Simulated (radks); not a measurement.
**Polarisabilities and dispersion coefficients of Cu, Xe²⁺, Si⁺ and others**

An exercise on one series of results from a longer session: the logs are not shown, and one member is left open.

The numbers are computed with radks (a radial shooting solver on a logarithmic mesh, Libxc functionals) version 1 (non-relativistic Kohn-Sham, exchange-only LDA, spin-polarised, spherical densities, point nucleus; open shells are filled with parallel spins first), except any that are marked as measured or tabulated.

### The system

| Property | Result |
| --- | --- |
| species | Cu ([Ar] 3d10 4s1), Xe²⁺ ([Kr] 4d10 5s2 5p4), Si⁺ ([Ne] 3s2 3p1), Ag⁺ ([Kr] 4d10), Nb ([Kr] 4d4 5s1), Sr ([Kr] 5s2), As ([Ar] 3d10 4s2 4p3) |

Set-up of the first run:

The run's settings:

```text
Z 29
configuration [Ar] 3d10 4s1
relativity non-relativistic
functional lda,
spin polarised
nucleus point
response adiabatic LDA kernel
```

Among the steps run: Cu, [Ar] 3d10 4s1; Xe²⁺, [Kr] 4d10 5s2 5p4; Si⁺, [Ne] 3s2 3p1; Ag⁺, [Kr] 4d10; Nb, [Kr] 4d4 5s1; Sr, [Kr] 5s2; As, [Ar] 3d10 4s2 4p3.

One table of the session follows, with a row left open; its other results are not shown here.

| species | −ε(HOMO) (eV) | α (bohr³) | α uncoupled (bohr³) | C6 (hartree bohr⁶) |
| --- | --- | --- | --- | --- |
| Cu | 4.114 | 47.34 | 70.88 | 315.2 |
| Xe²⁺ | 24.329 | 13.55 | 23.48 | 98.45 |
| Si⁺ | 11.204 | 19.79 | 32.88 | 105.6 |
| Ag⁺ | 14.721 | 10.75 | 16.77 | 64.03 |
| Nb | ? | ? | ? | ? |
| Sr | 2.796 | 207.6 | 408.4 | 3387 |
| As | 5.249 | 36.47 | 52.95 | 318.5 |

**Question.** Estimate the row for Nb.

The run gave: −ε(HOMO) (eV): 3.335; α (bohr³): 100.1; α uncoupled (bohr³): 180.3; C6 (hartree bohr⁶): 1146. In the column «−ε(HOMO) (eV)» it lies between Sr (2.796) and Cu (4.114).

C8 is given only where no p, d or f shell is open. For heavy and open-shell atoms this level can miss by tens of per cent.
